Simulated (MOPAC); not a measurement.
# InNH2Cl (SMILES [NH2][In][Cl]): PM7

Aim: a geometry optimisation of InNH2Cl. 

The calculation is run with MOPAC 23.2.5.

21 further runs of the same task are left out: 21 set aside as unsound or not needed.

## (1) The structure to begin with

The species is InNH2Cl (5 atoms), meant as a doublet with charge 0. As SMILES, `[NH2][In][Cl]`. All atoms were displaced at random from a relaxed shape. The run starts from this shape.

Bond lengths: N1–In2 2.077 Å, In2–Cl3 2.391 Å, N1–H4 1.024 Å, N1–H5 0.998 Å. Angles: N1–In2–Cl3 112.7°, In2–N1–H4 112.5°, In2–N1–H5 110.4°, H4–N1–H5 107.6°.

## (2) A structure relaxation at PM7

File input.mop:

```
PM7 GNORM=0.05 UHF CYCLES=300 DISP MULLIK DOUBLET PRECISE EF THREADS=1 AUX(PRECISION=6)
ClH2InN optimise
[NH2][In][Cl]
N     -0.137505 +1     0.812194 +1    -0.477367 +1
In    -0.417176 +1    -1.219101 +1    -0.143891 +1
Cl     1.409916 +1    -2.220898 +1     1.029431 +1
H     -1.003421 +1     1.286863 +1    -0.749117 +1
H      0.203469 +1     1.256930 +1     0.347876 +1
```

Started as:

```console
$ mopac input.mop
```

**Question.** What will come out? Wanted: total energy at the end; dipole moment; HOMO energy; LUMO energy; dispersion energy; heat of formation; ⟨S²⟩.

Computed results:

Level: PM7.

```
                  quantity           value
   total energy at the end    -19.67992 Eh
             dipole moment          3.75 D
HOMO energy (over α and β)        -9.55 eV
LUMO energy (over α and β)        -0.45 eV
         dispersion energy    -0.90 kJ/mol
         heat of formation  -11.2 kcal/mol
                      ⟨S²⟩           0.763
```

**Reading.** At the final geometry: Bond lengths: N1–In2 2.049 Å, In2–Cl3 2.385 Å, N1–H4 0.989 Å, N1–H5 0.990 Å. Angles: N1–In2–Cl3 115.8°, In2–N1–H4 125.0°, In2–N1–H5 124.7°, H4–N1–H5 110.3°. The optimisation took 26 steps and changed the energy by -0.240 eV.
